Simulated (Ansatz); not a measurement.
# SiN: the cost of one run

Method: DFT PBE, scalar-relativistic, plane waves, PAW, in Ansatz 0.2.0.

## Step 1: The starting structure

Symmetry: I4mm, No. 107, tetragonal system. Conventional cell: a = 3.100 Å, b = 3.100 Å, c = 4.825 Å, α = 90.00°, β = 90.00°, γ = 90.00°. Si (site symmetry 4mm) has 5 N at 2.06 to 2.22 Å as nearest neighbours. N (site symmetry 4mm) is surrounded by 5 Si at 2.06 to 2.22 Å.

As a file:

```xyz
2
Lattice="-1.5498 1.5498 2.4124 1.5498 -1.5498 2.4124 1.5498 1.5498 -2.4124" Properties=species:S:1:pos:R:3 pbc="T T T"
Si    0.0000    0.0000    0.0000
N     0.0000    0.0000    2.0650
```

Recipe of the guess: species swapped into a database cell of SnP (I4mm, No. 107), with Si on the Sn sites and N on the P sites. The dimensions are guesses.

## Step 2: Probe: one point on a coarse mesh

Input file input.yaml:

```yaml
crystal:
  lattice:
    - [-1.54984864, 1.54984864, 2.4123589]
    - [1.54984864, -1.54984864, 2.4123589]
    - [1.54984864, 1.54984864, -2.4123589]
  atoms:
    - { symbol: Si, position: [0.0, 0.0, 0.0] }
    - { symbol: "N", position: [0.428, 0.428, 0.0] }
basis:
  ecutwfc: 420
kpoints:
  mp_grid: { grid: [8, 8, 8] }
hamiltonian:
  xc: pbe
scf:
  occupations: { method: gaussian, width: 0.1 }
  lower_state_search: "off"
output:
  forces: true
  stress: true
  eigenvalues: true
```

Launch:

```console
> ansatz run input.yaml --threads 1 --pin off --max-ram 2048MiB --backend cpu --events-out ev --progress --plain --runs-dir out
```

What time and memory should one allow on 1 thread of Arm Neoverse V2, shared host?

About 1.2 s, with a peak of 0.27 GiB.
